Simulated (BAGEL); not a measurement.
# One shape, several levels: triplet CH3K

Wanted: a comparison of 4 runs (UHF/3-21G, ROHF/6-31G*, ROHF/def2-TZVPP, UHF/def2-TZVPP) of triplet CH3K. 

The results are computed with BAGEL 1.2.2.

18 further runs of the same task are left out: 2 that didn't finish, 16 set aside as unsound or not needed.

## 1. The structure to begin with

CH3K: 5 atoms, total charge 0, spin state triplet. SMILES of the parent species: `[CH3][K]`. Geometry: relaxed at PBE0-D4/def2-TZVP. That shape belongs to the parent species and isn't relaxed for this state.

Bond lengths: C1–K2 2.676 Å, C1–H3 1.098 Å, C1–H4 1.098 Å, C1–H5 1.098 Å. Angles: K2–C1–H3 111.7°, K2–C1–H4 111.7°, K2–C1–H5 111.7°, H3–C1–H4 107.2°, H3–C1–H5 107.2°, H4–C1–H5 107.2°.

## 2. A single-point energy at UHF/3-21G (density fitting with qzvpp-jkfit) (run 1)

input.json reads:

```json
{ "bagel": [

{
  "title": "molecule",
  "basis": "3-21g.json",
  "df_basis": "qzvpp-jkfit",
  "angstrom": true,
  "geometry": [
    { "atom": "C", "xyz": [      -0.241700,       0.077100,      -0.123300 ] },
    { "atom": "K", "xyz": [       2.067700,      -0.765900,       0.932700 ] },
    { "atom": "H", "xyz": [      -1.091400,      -0.130700,       0.540300 ] },
    { "atom": "H", "xyz": [      -0.452400,      -0.413600,      -1.082700 ] },
    { "atom": "H", "xyz": [      -0.232300,       1.159400,      -0.308300 ] }
  ]
},

{
  "title": "uhf",
  "nopen": 2
},

{
  "title": "print",
  "file": "orbitals.molden",
  "orbitals": true
}

]}
```

The basis set 3-21G is read from a file made from the Basis Set Exchange's data (not shown).

Command:

```console
$ BAGEL_NUM_THREADS=1 BAGEL input.json > input.out
```

Output:

```text
* using 1 threads per process

  ===============================================================
  ===============================================================

  *** Geometry ***

  { "atom" : "C", "xyz" : [     -0.456747,      0.145698,     -0.233003 ] },
  { "atom" : "K", "xyz" : [      3.907387,     -1.447341,      1.762548 ] },
  { "atom" : "H", "xyz" : [     -2.062447,     -0.246987,      1.021019 ] },
  { "atom" : "H", "xyz" : [     -0.854912,     -0.781591,     -2.046006 ] },
  { "atom" : "H", "xyz" : [     -0.438983,      2.190948,     -0.582603 ] },

  Number of auxiliary basis functions:      289

  Since a DF basis is specified, we compute 2- and 3-index integrals:
    o Being stored without compression. Storage requirement is 0.002 GB

  Number of basis functions:       32
  Number of electrons      :       28

    * METHOD: MOLECULE                             0.03

  *** Open-shell HF ***

  === Nuclear Repulsion ===
    41.4119130965

      * DIIS with orbital gradients will be used.

  === UHF iteration (3-21g.json) ===
      0       -635.43814820          0.03060631           0.01
      1       -635.46322087          0.00732418           0.01
      2       -635.46684639          0.00336542           0.01
[... 12 lines of this table left out ...]
     15       -635.46845793          0.00000000           0.01
    * SCF iteration converged.

    * S^2 (UHF) is 2.0081

    * Permanent dipole moment:
           (    1.667484,    -0.608686,     0.762472) a.u.

    * METHOD: UHF                                  0.20

    * METHOD: PRINT                                0.00

  ===============================================================
```

Run time: 0.52 s. Hardware: 1 thread of Intel Xeon 6975P-C (Granite Rapids), shared host.

## 3. A single-point energy at ROHF/6-31G(d) (density fitting with qzvpp-jkfit, spherical functions) (run 2)

input.json reads:

```json
{ "bagel": [

{
  "title": "molecule",
  "basis": "6-31gs.json",
  "df_basis": "qzvpp-jkfit",
  "angstrom": true,
  "geometry": [
    { "atom": "C", "xyz": [   -0.241700,    0.077100,   -0.123300 ] },
    { "atom": "K", "xyz": [    2.067700,   -0.765900,    0.932700 ] },
    { "atom": "H", "xyz": [   -1.091400,   -0.130700,    0.540300 ] },
    { "atom": "H", "xyz": [   -0.452400,   -0.413600,   -1.082700 ] },
    { "atom": "H", "xyz": [   -0.232300,    1.159400,   -0.308300 ] }
  ]
},
{ "title": "rohf", "nopen": 2 },
{ "title": "print", "file": "orbitals.molden", "orbitals": true }

]}
```

The basis set 6-31G* is read from a file made from the Basis Set Exchange's data (not shown).

Command:

```console
$ BAGEL_NUM_THREADS=1 BAGEL input.json > input.out
```

Output:

```text
* using 1 threads per process

  ===============================================================
  ===============================================================

  *** Geometry ***

  { "atom" : "C", "xyz" : [     -0.456747,      0.145698,     -0.233003 ] },
  { "atom" : "K", "xyz" : [      3.907387,     -1.447341,      1.762548 ] },
  { "atom" : "H", "xyz" : [     -2.062447,     -0.246987,      1.021019 ] },
  { "atom" : "H", "xyz" : [     -0.854912,     -0.781591,     -2.046006 ] },
  { "atom" : "H", "xyz" : [     -0.438983,      2.190948,     -0.582603 ] },

  Number of auxiliary basis functions:      289

  Since a DF basis is specified, we compute 2- and 3-index integrals:
    o Being stored without compression. Storage requirement is 0.006 GB

  Number of basis functions:       52
  Number of electrons      :       28

    * METHOD: MOLECULE                             0.06

  *** Open-shell HF ***

  === Nuclear Repulsion ===
    41.4119130965

      * DIIS with orbital gradients will be used.

  === ROHF iteration (6-31gs.json) ===
      0       -638.61078657          0.02133604           0.02
      1       -638.64220460          0.00640951           0.02
      2       -638.64703849          0.00270937           0.02
[... 11 lines of this table left out ...]
     14       -638.64875046          0.00000001           0.02
    * SCF iteration converged.

    * S^2 (ROHF) is 2.0000

    * Permanent dipole moment:
           (    1.487511,    -0.542991,     0.680180) a.u.

    * METHOD: ROHF                                 0.32

    * METHOD: PRINT                                0.00

  ===============================================================
```

It took 0.68 s on 1 thread of Intel Xeon 6975P-C (Granite Rapids), shared host.

Run 3 isn't shown in full; the table further down has it.

## 4. A single-point energy at UHF/def2-TZVPP (density fitting with qzvpp-jkfit) (run 4)

hf.json reads:

```json
{ "bagel": [

{
  "title": "molecule",
  "basis": "tzvpp",
  "df_basis": "qzvpp-jkfit",
  "angstrom": true,
  "geometry": [
    { "atom": "C", "xyz": [   -0.241700,    0.077100,   -0.123300 ] },
    { "atom": "K", "xyz": [    2.067700,   -0.765900,    0.932700 ] },
    { "atom": "H", "xyz": [   -1.091400,   -0.130700,    0.540300 ] },
    { "atom": "H", "xyz": [   -0.452400,   -0.413600,   -1.082700 ] },
    { "atom": "H", "xyz": [   -0.232300,    1.159400,   -0.308300 ] }
  ]
},
{
  "title": "uhf",
  "nopen": 2
},
{
  "title": "print",
  "file": "orbitals.molden",
  "orbitals": true
}

]}
```

Command:

```console
$ BAGEL_NUM_THREADS=1 BAGEL hf.json > hf.out
```

Output:

```text
* using 1 threads per process

  ===============================================================
  ===============================================================

  *** Geometry ***

  { "atom" : "C", "xyz" : [     -0.456747,      0.145698,     -0.233003 ] },
  { "atom" : "K", "xyz" : [      3.907387,     -1.447341,      1.762548 ] },
  { "atom" : "H", "xyz" : [     -2.062447,     -0.246987,      1.021019 ] },
  { "atom" : "H", "xyz" : [     -0.854912,     -0.781591,     -2.046006 ] },
  { "atom" : "H", "xyz" : [     -0.438983,      2.190948,     -0.582603 ] },

  Number of auxiliary basis functions:      289

  Since a DF basis is specified, we compute 2- and 3-index integrals:
    o Being stored without compression. Storage requirement is 0.026 GB

  Number of basis functions:      106
  Number of electrons      :       28

    * METHOD: MOLECULE                             0.08

  *** Open-shell HF ***

  === Nuclear Repulsion ===
    41.4119130965

      * DIIS with orbital gradients will be used.

  === UHF iteration (tzvpp) ===
      0       -638.61223853          0.02662058           0.05
      1       -638.68638580          0.00990089           0.05
      2       -638.69952464          0.00416501           0.05
[... 12 lines of this table left out ...]
     15       -638.70344103          0.00000001           0.05
    * SCF iteration converged.

    * S^2 (UHF) is 2.0083

    * Permanent dipole moment:
           (    1.370392,    -0.500243,     0.626636) a.u.

    * METHOD: UHF                                  0.87

    * METHOD: PRINT                                0.01

  ===============================================================
```

Wall time 1.2 s (1 thread of Intel Xeon 6975P-C (Granite Rapids), shared host); peak memory 0.088 GiB.

## 5. The series

```tsv
run	level	energy (Eh)	dipole moment (D)	⟨S²⟩	wall time
1	UHF/3-21G (density fitting with qzvpp-jkfit)	-635.468458	4.91	2.008	0.52 s
2	ROHF/6-31G* (density fitting with qzvpp-jkfit, spherical functions)	-638.648750	4.38	2.000	0.68 s
3	ROHF/def2-TZVPP (density fitting with qzvpp-jkfit)	-638.700254	4.05	2.000	1.4 s
4	UHF/def2-TZVPP (density fitting with qzvpp-jkfit)	-638.703441	4.04	2.008	1.2 s
```

## 6. Summary of results

| quantity | value |
| --- | --- |
| run 4: total energy | -638.70344 Eh |
| run 4: dipole moment | 4.04 D |
| run 4: ⟨S²⟩ | 2.008 |

The dipole moment (its size) runs from 4.04 D (UHF/def2-TZVPP) to 4.91 D (UHF/3-21G). All runs together took 3.9 s, the longest 1.4 s.
